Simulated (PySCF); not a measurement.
# CrOOH: relaxation and vibrations of the doublet

The task is one start of a wider search on CrOOH: the doublet, from a bent start. It is relaxed, tested by its Hessian and followed downhill if it is a saddle.

Program: PySCF 2.14.0. Level of theory: PBE0, basis Cr def2-SVP, O def2-SVP, H def2-SVP, no relativity, density fitting. These are calculated values, not measurements.

## Step 1: Starting geometry

4 atoms, charge 0, spin multiplicity 2.

Bond lengths: Cr1–O2 1.680 Å, Cr1–O3 1.850 Å, O3–H4 0.960 Å. Angles: O2–Cr1–O3 110.0°, Cr1–O3–H4 130.0°.

```xyz
4
charge 0 multiplicity 2
Cr    0.0000    0.0000    0.0000
O     1.3762    0.0000    0.9636
O    -1.5154    0.0000    1.0611
H    -2.0209    0.7354    1.4151
```

## Step 2: First SCF at the start

One driver script runs all steps and calls PySCF; scf.py shows how it sets up the SCF of each step. The optimiser is the driver's own. After this first run the driver tries any further starts and a stability analysis.

File scf.py:

```python
from pyscf import gto, scf, dft
mol = gto.M(atom='''
Cr     0.000000     0.000000     0.000000
O      1.376200     0.000000     0.963600
O     -1.515400     0.000000     1.061100
H     -2.020900     0.735400     1.415100''',
    basis={'Cr': 'def2-SVP', 'O': 'def2-SVP', 'H': 'def2-SVP'},
    charge=0, spin=1)
mf = dft.UKS(mol, xc='PBE0')
mf.grids.atom_grid = (50, 194)
aux = {'Cr': 'def2-universal-JKFIT', 'O': 'def2-universal-JKFIT', 'H': 'def2-universal-JKFIT'}
mf = mf.density_fit(auxbasis=aux)
mf.conv_tol = 1e-08
mf.diis_space = 10
mf.max_cycle = 60
mf.init_guess = 'minao'
mf.verbose = 4
mf.kernel()
```

On the command line:

```sh
OMP_NUM_THREADS=2 python axn.py task.json out
```

Output, shortened:

```text
[... the frontier levels of the middle cycles are left out ...]
init E= -1194.43674296676
[... the frontier-level lines of each cycle are left out ...]
cycle= 1 E= -1194.65173436666  delta_E= -0.215  |g|= 0.588  |ddm|= 2.12
cycle= 2 E= -1194.45512889615  delta_E= 0.197  |g|= 0.953  |ddm|= 1.17
cycle= 3 E= -1194.6320831169  delta_E= -0.177  |g|= 0.607  |ddm|= 0.847
cycle= 4 E= -1194.78552985621  delta_E= -0.153  |g|= 0.205  |ddm|= 0.452
cycle= 5 E= -1194.80000813481  delta_E= -0.0145  |g|= 0.0716  |ddm|= 0.137
cycle= 6 E= -1194.80285349232  delta_E= -0.00285  |g|= 0.024  |ddm|= 0.0729
cycle= 7 E= -1194.80387105828  delta_E= -0.00102  |g|= 0.00984  |ddm|= 0.0679
cycle= 8 E= -1194.80470520582  delta_E= -0.000834  |g|= 0.0106  |ddm|= 0.0723
cycle= 9 E= -1194.80539132587  delta_E= -0.000686  |g|= 0.0102  |ddm|= 0.0571
cycle= 10 E= -1194.80498517299  delta_E= 0.000406  |g|= 0.00914  |ddm|= 0.0412
cycle= 11 E= -1194.80520835132  delta_E= -0.000223  |g|= 0.00738  |ddm|= 0.0774
cycle= 12 E= -1194.8059489523  delta_E= -0.000741  |g|= 0.00679  |ddm|= 0.0953
cycle= 13 E= -1194.80633493811  delta_E= -0.000386  |g|= 0.0073  |ddm|= 0.0451
cycle= 14 E= -1194.80605053495  delta_E= 0.000284  |g|= 0.00693  |ddm|= 0.0422
[... 46 cycles left out ...]
SCF not converged.
init E= -1194.43674296676
[... 20 cycles left out ...]
SCF not converged.
init E= -1194.81286227738
[... 16 cycles left out ...]
cycle= 17 E= -1194.82693763227  delta_E= -5.85e-05  |g|= 0.00167  |ddm|= 0.0224
cycle= 18 E= -1194.82704528926  delta_E= -0.000108  |g|= 0.00203  |ddm|= 0.0462
cycle= 19 E= -1194.82710101327  delta_E= -5.57e-05  |g|= 0.00153  |ddm|= 0.0256
cycle= 20 E= -1194.82717009865  delta_E= -6.91e-05  |g|= 0.00167  |ddm|= 0.0356
cycle= 21 E= -1194.82723700344  delta_E= -6.69e-05  |g|= 0.00174  |ddm|= 0.038
cycle= 22 E= -1194.82728109037  delta_E= -4.41e-05  |g|= 0.00134  |ddm|= 0.0265
cycle= 23 E= -1194.82730995228  delta_E= -2.89e-05  |g|= 0.00113  |ddm|= 0.0186
cycle= 24 E= -1194.82736882812  delta_E= -5.89e-05  |g|= 0.00191  |ddm|= 0.0425
cycle= 25 E= -1194.82739152526  delta_E= -2.27e-05  |g|= 0.00113  |ddm|= 0.0161
cycle= 26 E= -1194.82740508883  delta_E= -1.36e-05  |g|= 0.000968  |ddm|= 0.0097
cycle= 27 E= -1194.82742468637  delta_E= -1.96e-05  |g|= 0.000957  |ddm|= 0.0142
cycle= 28 E= -1194.82745218235  delta_E= -2.75e-05  |g|= 0.00101  |ddm|= 0.0201
cycle= 29 E= -1194.82746835151  delta_E= -1.62e-05  |g|= 0.000931  |ddm|= 0.0121
cycle= 30 E= -1194.82749211545  delta_E= -2.38e-05  |g|= 0.000978  |ddm|= 0.0177
SCF not converged.
macro= 0  E= -1194.82761267803  delta_E= -0.000120563  |g|= 0.000978489  1 KF 5 JK
macro= 1  E= -1194.82816300766  delta_E= -0.00055033  |g|= 0.0129029  2 KF 7 JK
macro= 2  E= -1194.82881276271  delta_E= -0.000649755  |g|= 0.00481938  4 KF 22 JK
macro= 3  E= -1194.82908766488  delta_E= -0.000274902  |g|= 0.00625848  3 KF 15 JK
macro= 4  E= -1194.82940317333  delta_E= -0.000315508  |g|= 0.00384471  3 KF 14 JK
macro= 5  E= -1194.8294522993  delta_E= -4.9126e-05  |g|= 0.00175298  4 KF 24 JK
macro= 6  E= -1194.82945617278  delta_E= -3.87348e-06  |g|= 0.000290973  2 KF 11 JK
macro= 7  E= -1194.82946095078  delta_E= -4.778e-06  |g|= 0.000181319  3 KF 20 JK
macro= 8  E= -1194.82946095224  delta_E= -1.45724e-09  |g|= 4.24014e-05  1 KF 3 JK
macro X = 9  E=-1194.82946095224  |g|= 4.24014e-05  total 24 KF 131 JK
converged SCF energy = -1194.82946095224  <S^2> = 1.7414254  2S+1 = 2.8223574
```

This step, with its further starts and checks, took 31 s on 2 threads of Arm Neoverse V1, shared host.

The starts that the driver tried:

| start | energy (Eh) |
| --- | --- |
| the minimal-basis guess | -1194.829461 |
| a thermally smeared density | -1194.825159 |
| a smeared PBE density | -1194.825160 |

Where DIIS stalls, the driver goes on with a level shift of 0.3 Eh and then with a second-order solver.

The test of internal stability and the other starts found no lower solution of this spin.

## Step 3: Bent start, doublet: relaxation

The program finds C1 symmetry in the start.

scf.py: that of step 2 with these lines changed.

```diff
@@ -3,4 +3,4 @@
-Cr     0.000000     0.000000     0.000000
-O      1.376200     0.000000     0.963600
-O     -1.515400     0.000000     1.061100
-H     -2.020900     0.735400     1.415100''',
+Cr     0.050192    -0.008726    -0.398067
+O      1.426392    -0.008726     0.565533
+O     -1.465208    -0.008726     0.663033
+H     -1.970708     0.726674     1.017033''',
@@ -16 +15,0 @@
-mf.init_guess = 'minao'
```

Steps of the walk:

| step | energy (Eh) | change (kJ/mol) | largest gradient (Eh/bohr) |
| --- | --- | --- | --- |
| 0 | -1194.829461 | 0.00 | 0.10504 |
| 1 | -1194.855353 | -67.98 | 0.02257 |
| 2 | -1194.859507 | -78.88 | 0.02962 |
| 3 | -1194.861549 | -84.25 | 0.01627 |
| 4 | -1194.862829 | -87.61 | 0.01541 |
| 5 | -1194.864391 | -91.71 | 0.00970 |
| 6 | -1194.865384 | -94.32 | 0.00672 |
| 7 | -1194.865722 | -95.20 | 0.00306 |
| 8 | -1194.865750 | -95.28 | 0.00506 |
| 9 | -1194.865787 | -95.37 | 0.00181 |
| 10 | -1194.865801 | -95.41 | 0.00054 |
| 11 | -1194.865817 | -95.45 | 0.00089 |
| 12 | -1194.865820 | -95.46 | 0.00050 |
| 13 | -1194.865821 | -95.46 | 0.00005 |

The walk took 50 s.

Positions (Å) and forces (eV/Å) along the way:

```
step 0
Cr   0.050  -0.009  -0.398   2.488   0.005   5.400
O    1.426  -0.009   0.566  -3.823   0.064  -3.586
O   -1.465  -0.009   0.663   1.177  -0.213  -1.876
H   -1.971   0.727   1.017   0.158   0.145   0.062
step 1
Cr   0.071  -0.024  -0.288  -0.967  -0.124   1.159
O    1.389   0.009   0.510   0.368   0.097  -0.309
O   -1.488  -0.013   0.589   0.219   0.541  -0.715
H   -1.932   0.728   1.037   0.381  -0.514  -0.135
step 7
Cr   0.064  -0.201  -0.109  -0.116   0.023   0.009
O    1.488   0.096   0.425  -0.010   0.006  -0.009
O   -1.572   0.169   0.388   0.157  -0.008   0.060
H   -1.940   0.636   1.144  -0.031  -0.021  -0.060
step 13
Cr   0.071  -0.191  -0.101  -0.002  -0.004   0.004
O    1.510   0.082   0.407   0.001   0.012  -0.008
O   -1.554   0.174   0.409  -0.001  -0.005   0.007
H   -1.985   0.635   1.133   0.002  -0.002  -0.002
```

After 13 steps and 95.5 kJ/mol it ends at Cs: Cr–O 1.550 Å, Cr–O 1.742 Å, O–H 0.961 Å; Cr–O–H 137.7°, O–Cr–O 137.1°.

## Step 4: Is it a minimum? Harmonic modes

On the finer grid the gradient is checked again; gradients at displacements of ±0.02 bohr then give force constants and infrared intensities.

scf.py: that of step 3 with these lines changed.

```diff
@@ -3,4 +3,4 @@
-Cr     0.050192    -0.008726    -0.398067
-O      1.426392    -0.008726     0.565533
-O     -1.465208    -0.008726     0.663033
-H     -1.970708     0.726674     1.017033''',
+Cr     0.059939    -0.128015    -0.204069
+O      1.500864     0.141284     0.300274
+O     -1.566337     0.234518     0.304085
+H     -1.998808     0.694995     1.027746''',
@@ -10 +10 @@
-mf.grids.atom_grid = (50, 194)
+mf.grids.atom_grid = (75, 302)
@@ -13 +13 @@
-mf.conv_tol = 1e-08
+mf.conv_tol = 1e-10
```

The driver hands on the density of the step before, so the log starts near convergence.

SCF at the final geometry:

```text
init E= -1194.86580180211
[... the frontier-level lines of each cycle are left out ...]
cycle= 1 E= -1194.8658018021  delta_E= 1e-11  |g|= 5.97e-06  |ddm|= 3.99e-06
Extra cycle  E= -1194.86580180186  delta_E= 2.41e-10  |g|= 2.59e-05  |ddm|= 1.69e-05
converged SCF energy = -1194.86580180186  <S^2> = 1.7167018  2S+1 = 2.8047829
```

The whole step took 93 s.

Geometry: Cs; Cr–O 1.550 Å, Cr–O 1.742 Å, O–H 0.961 Å; Cr–O–H 137.7°, O–Cr–O 137.5°.

Harmonic modes (main isotopes):

```
ω (cm⁻¹)  IR (km/mol)
     177         24.1
     435          101
     542          147
     774          111
    1126          245
    3953          218
```

Every mode is real; the point is a minimum.

The SCF density has lower symmetry than the nuclear frame, so the modes carry no labels.

Properties at this point:

| Quantity | Value |
| --- | --- |
| Dipole moment | 2.11 D |
| Highest occupied level | -5.93 eV |
| Lowest empty level | -2.31 eV |
| Rotational constants | 2.032, 0.2111, 0.1912 cm⁻¹ |
| Zero-point energy | 41.9 kJ/mol |
| Principal polarisabilities | 26.9, 37.3, 40.2 bohr³ |
| Atomisation energy without zero-point energy | 1145 kJ/mol |
| Principal traceless quadrupole moments about the centre of mass | -8.80, 0.52, 8.28 D Å |
| Entropy at 298.15 K and 1 bar (electronic part: spin only) | 281.1 J/(mol K) |
| Heat capacity Cp at 298.15 K | 55.7 J/(mol K) |
| Enthalpy at 298.15 K above 0 K | 13.01 kJ/mol |
| Rotational symmetry number | 1 |
| Spin squared ⟨S²⟩ | 1.717 |

Charges (e) and bond orders:

| atom | Mulliken | Löwdin | polar tensor | spin (Mulliken) | Mayer order to Cr1 |
| --- | --- | --- | --- | --- | --- |
| Cr1 | 0.80 | 0.30 | 1.36 | 1.01 | – |
| O2 | -0.47 | -0.19 | -0.80 | 0.01 | 2.17 |
| O3 | -0.54 | -0.20 | -0.89 | -0.03 | 1.05 |
| H4 | 0.20 | 0.09 | 0.33 | 0.00 | 0.02 |

Outer orbital energies (eV). α occupied: -14.29, -10.56, -10.19, -10.08, -9.58, -9.21, -7.63, -5.93; empty: -1.83, -1.59, -1.11, -0.11. β occupied: -24.57, -14.14, -10.44, -10.10, -9.65, -9.59, -9.14, -7.18; empty: -2.31, -1.29, -1.09, -0.70.

Mulliken populations on Cr1: s 6.42, p 12.37, d 4.40, f 0.01.

## Step 5: Summary of results

| quantity | value |
| --- | --- |
| minimum | broken-symmetry (Ms = 1/2), Cs |
| geometry | Cr–O 1.550 Å, Cr–O 1.742 Å, O–H 0.961 Å; Cr–O–H 137.7°, O–Cr–O 137.5° |
| wavenumbers (cm⁻¹) | 177, 435, 542, 774, 1126, 3953 |
| dipole moment | 2.11 D |
| highest occupied, lowest empty level (either spin) | -5.93, -2.31 eV |
| polar-tensor charge of Cr1 | +1.36 e |
| zero-point energy | 41.9 kJ/mol |
| entropy at 298.15 K | 281.1 J/(mol K) |
| atomisation energy (no zero-point energy) | 1145 kJ/mol |
| ⟨S²⟩ | 1.717 |

The bent start (C1) ends in a minimum of Cs symmetry. The determinant is spin-contaminated (⟨S²⟩ = 1.72 against 0.75), so it is no pure spin state. The strongest infrared band lies at 1126 cm⁻¹. Only this shape and spin were tried, so other structures or states may lie lower. The SCF density has lower symmetry than the nuclear frame. One determinant may miss the lowest occupation of an open d or f shell.

The search up to here took 2.9 min.
